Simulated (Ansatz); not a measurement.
# Cl2H5NO2Si2: up Jacob's ladder to CCSD(T)

Aim: compute Cl2H5NO2Si2 with functionals from several rungs and with coupled cluster. The yardstick is the atomisation energy at the CCSD(T) limit.

Computed with Ansatz 0.2.0, Gaussian basis. Level: functionals in def2-TZVPP, the program's frozen cores in correlated methods.

Levels to be run: PBE-D4, r2SCAN-D4, PBE0-D4, B3LYP-D4, ωB97X-V, ωB97M-V, B2PLYP; CCSD(T)/def2-TZVPP; MP2/def2-QZVPP; extrapolation to the limit.

### Step 1. The relaxed structure

All runs share one geometry, relaxed beforehand with PBE0-D4 in a triple-zeta def2 set.

12 atoms, charge 0, spin multiplicity 1.

Atoms are counted from 1 here; the program's logs count them from 0.

Bond lengths: O1–Si2 1.630 Å, O1–H8 0.959 Å, Si2–O3 1.622 Å, Si2–Cl4 2.051 Å, Si2–N5 1.706 Å, O3–H9 0.959 Å, N5–Si6 1.715 Å, N5–H10 1.012 Å, Si6–Cl7 2.067 Å, Si6–H11 1.479 Å, Si6–H12 1.474 Å. Angles: Si2–O1–H8 117.6°, O1–Si2–O3 106.3°, O1–Si2–Cl4 108.3°, O1–Si2–N5 115.8°, O3–Si2–Cl4 113.1°, O3–Si2–N5 107.8°, Cl4–Si2–N5 105.8°, Si2–O3–H9 116.8°, Si2–N5–Si6 129.4°, Si2–N5–H10 114.1°, Si6–N5–H10 114.6°, N5–Si6–Cl7 111.3°, N5–Si6–H11 107.6°, N5–Si6–H12 112.1°, Cl7–Si6–H11 107.4°, Cl7–Si6–H12 105.9°, H11–Si6–H12 112.6°.

### Step 2. PBE-D4 (GGA)

Contents of in.yaml:

```yaml
crystal:
  periodic: [false, false, false]
  atoms:
    - {symbol: O, position_ang: [0.946753, -1.374751, -1.456547]}
    - {symbol: Si, position_ang: [0.341187, -1.067438, 0.025117]}
    - {symbol: O, position_ang: [1.256932, -1.901568, 1.072022]}
    - {symbol: Cl, position_ang: [-1.628388, -1.637448, 0.047555]}
    - {symbol: N, position_ang: [0.355603, 0.568241, 0.508801]}
    - {symbol: Si, position_ang: [-0.859627, 1.766243, 0.335313]}
    - {symbol: Cl, position_ang: [-1.332851, 2.070989, -1.653836]}
    - {symbol: H, position_ang: [0.467735, -1.029614, -2.212473]}
    - {symbol: H, position_ang: [1.605363, -2.741591, 0.767466]}
    - {symbol: H, position_ang: [1.278354, 0.931169, 0.711973]}
    - {symbol: H, position_ang: [-0.311879, 3.036857, 0.858393]}
    - {symbol: H, position_ang: [-2.119192, 1.378900, 0.996216]}
basis:
  gaussian: {orbitals: def2-TZVPP}
hamiltonian: {xc: pbe, dispersion: d4}
output: {forces: true, orbitals: {seedname: orbitals}}
```

The run is started by

```bash
> ansatz run in.yaml --threads 2 --pin off --events-out ev --progress --plain --max-ram 22528MiB --backend cuda --devices 0, --max-vram 18GiB
```

Further steps of the session: r2SCAN-D4 (meta-GGA); PBE0-D4 (hybrid); B3LYP-D4 (hybrid); ωB97X-V (range-separated); ωB97M-V (range-separated); B2PLYP (double hybrid); CCSD(T) in def2-TZVPP; MP2 in def2-QZVPP.

**Question.** What will the summary of the whole plan be? Wanted: atomisation energy, CCSD(T)/CBS; farthest; mean size of error, hybrid; mean size of error, range-separated; gap, smallest and largest; T1 diagnostic; triples share of the correlation energy.

**Answer**, as computed:

```
                               quantity                                 value
        atomisation energy, CCSD(T)/CBS                       1074.9 kcal/mol
functionals within 5.4 kcal/mol (0.5 %)   PBE-D4, r2SCAN-D4, ωB97X-V, ωB97M-V
                               farthest               B2PLYP (-22.9 kcal/mol)
             mean size of error, hybrid                         14.3 kcal/mol
    mean size of error, range-separated                          0.8 kcal/mol
              gap, smallest and largest  6.33 eV (PBE-D4), 13.03 eV (ωB97X-V)
                          T1 diagnostic                                0.0104
triples share of the correlation energy                                 3.8 %
```

**Reading.** PBE-D4 is off by +4.0 kcal/mol. Double hybrids carry the basis error of their MP2 part in triple zeta, and no dispersion term here, so their miss is partly the set-up's. The reference freezes the cores and leaves out relativity and excitations past (T), so misses under about 5.4 kcal/mol can't be ranked. Hartree-Fock recovers 71 % of the binding; the rest is correlation. Orbital gaps span 6.3 to 13.0 eV; exact exchange widens them.
